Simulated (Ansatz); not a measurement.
# AlNi: the cost of one run

Method: DFT PBEsol, scalar-relativistic, plane waves, PAW, in Ansatz 0.2.0.

15 further runs of the same task are left out: 1 for a known fault of the program, 14 set aside as unsound or not needed.

## (1) Starting point

Symmetry: Pm-3m, No. 221, cubic system. The conventional cell has a = 2.862 Å, b = 2.862 Å, c = 2.862 Å, α = 90.00°, β = 90.00°, γ = 90.00°. Around Al (site symmetry m-3m) lie 8 Ni at 2.48 Å. Around Ni (site symmetry m-3m) lie 8 Al at 2.48 Å.

Structure file:

```cif
data_structure
_symmetry_space_group_name_H-M 'Pm-3m'
_symmetry_Int_Tables_number 221
_cell_length_a 2.8618
_cell_length_b 2.8618
_cell_length_c 2.8618
_cell_angle_alpha 90.000
_cell_angle_beta 90.000
_cell_angle_gamma 90.000
_cell_volume 23.44
loop_
_atom_site_label
_atom_site_type_symbol
_atom_site_symmetry_multiplicity
_atom_site_Wyckoff_symbol
_atom_site_fract_x
_atom_site_fract_y
_atom_site_fract_z
_atom_site_occupancy
Al1 Al 1 a 0.00000 0.00000 0.00000 1
Ni1 Ni 1 b 0.50000 0.50000 0.50000 1
```

It is the result of an earlier relaxation at this level (volume 11.72 Å³/atom; gap on the mesh: none (metal)).

## (2) The scan

Rigid slide and opening across a plane, one cut a cell; the plane is (1 0 0) of the conventional cell, and the faces at the cut hold Ni and Al.

First coordinate, slide along a1 + a2 (4.047 Å): 12 values from 0.000 to 0.917, periodic. Second coordinate, opening across the cut: 7 values from −0.3 to 3.2 Å.

Nothing else is relaxed (rigid halves). Energies count from the perfect crystal. Points are written as (first, second).

## (3) The run at (0.000, 0.3 Å)

Input file input.yaml:

```yaml
crystal:
  lattice:
    - [0.0, -2.8618233747, 0.0]
    - [0.0, 0.0, -2.8618233747]
    - [8.8854701242, 0.0, 0.0]
  atoms:
    - { symbol: Al, position: [1.0, 0.0, 0.0805197512] }
    - { symbol: Al, position: [1.0, 0.0, 0.402598756] }
    - { symbol: Al, position: [1.0, 0.0, 0.7246777608] }
    - { symbol: Ni, position: [0.5, 0.5, 0.8857172632] }
    - { symbol: Ni, position: [0.5, 0.5, 0.2415592536] }
    - { symbol: Ni, position: [0.5, 0.5, 0.5636382584] }
basis:
  ecutwfc: 520.0
kpoints:
  mp_grid: { grid: [15, 15, 5] }
hamiltonian:
  xc: pbesol
  pseudopotentials: { kind: paw, azcp: { folder: soft_1 } }
scf:
  occupations: { method: gaussian, width: 0.15 }
output:
  forces: true
  stress: true
  eigenvalues: true
  write_density: true
  write_potential: true
  elf: true
  volumetric_format: npy
```

On the command line:

```
ansatz run input.yaml --threads 4 --pin off --max-ram 8192MiB --backend cpu --events-out ev --progress --plain --runs-dir out
```

What time and memory should one allow on 4 threads of Arm Neoverse V1, shared host?

About 15 s, with a peak of 0.58 GiB.
